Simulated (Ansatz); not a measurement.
# InNH₄: basis-set convergence

The task here is to estimate one member of a computed series from the others.

The runs use Ansatz 0.2.0, Gaussian basis; one geometry, several basis sets.

Levels to be run: PBE0-D4/def2-SVP; ωB97M-V/def2-SVP; PBE0-D4/def2-QZVPP; ωB97M-V/def2-QZVPP; the functionals' def2-TZVPP values are taken from earlier runs.

## The geometry

The geometry comes from an earlier relaxation with PBE0-D4 in a triple-zeta def2 set; it is a stationary point. In takes the def2 core potential; no spin-orbit term is included.

SMILES `[NH2][InH2]`, 6 atoms, charge 0, spin multiplicity 1.

Atoms are counted from 1 here; the program's logs count them from 0.

Bond lengths: N1–In2 2.007 Å, N1–H3 1.006 Å, N1–H4 1.006 Å, In2–H5 1.712 Å, In2–H6 1.712 Å. Angles: In2–N1–H3 124.3°, In2–N1–H4 124.3°, H3–N1–H4 111.3°, N1–In2–H5 115.0°, N1–In2–H6 115.0°, H5–In2–H6 130.0°.

The first run:

Contents of in.yaml:

```yaml
crystal:
  periodic: [false, false, false]
  atoms:
    - {symbol: N, position_ang: [-0.092211, -1.060522, 0.036571]}
    - {symbol: In, position_ang: [0.095315, 0.935891, -0.048330]}
    - {symbol: H, position_ang: [-0.597960, -1.552944, 0.753429]}
    - {symbol: H, position_ang: [0.311923, -1.697255, -0.629314]}
    - {symbol: H, position_ang: [1.012470, 1.520480, -1.370668]}
    - {symbol: H, position_ang: [-0.687437, 1.790349, 1.212113]}
basis:
  gaussian: {orbitals: def2-SVP}
hamiltonian: {xc: pbe0, dispersion: d4}
output: {orbitals: {seedname: orbitals}}
```

Steps of the session up to this table: PBE0-D4 in def2-SVP; ωB97M-V in def2-SVP; PBE0-D4 in def2-QZVPP; ωB97M-V in def2-QZVPP.

One table of the session follows, with a row left open; its other results are not shown here.

It belongs to the step «Density functionals: the series». 

```
functional       basis  HOMO (eV)
   PBE0-D4    def2-SVP          ?
   PBE0-D4  def2-TZVPP      -6.94
   PBE0-D4  def2-QZVPP      -6.98
   ωB97M-V    def2-SVP      -9.10
   ωB97M-V  def2-TZVPP      -9.30
   ωB97M-V  def2-QZVPP      -9.35
```

Estimate the missing values for PBE0-D4, def2-SVP.

**Answer.** HOMO (eV): -6.77. In the column «HOMO (eV)» it is the highest.
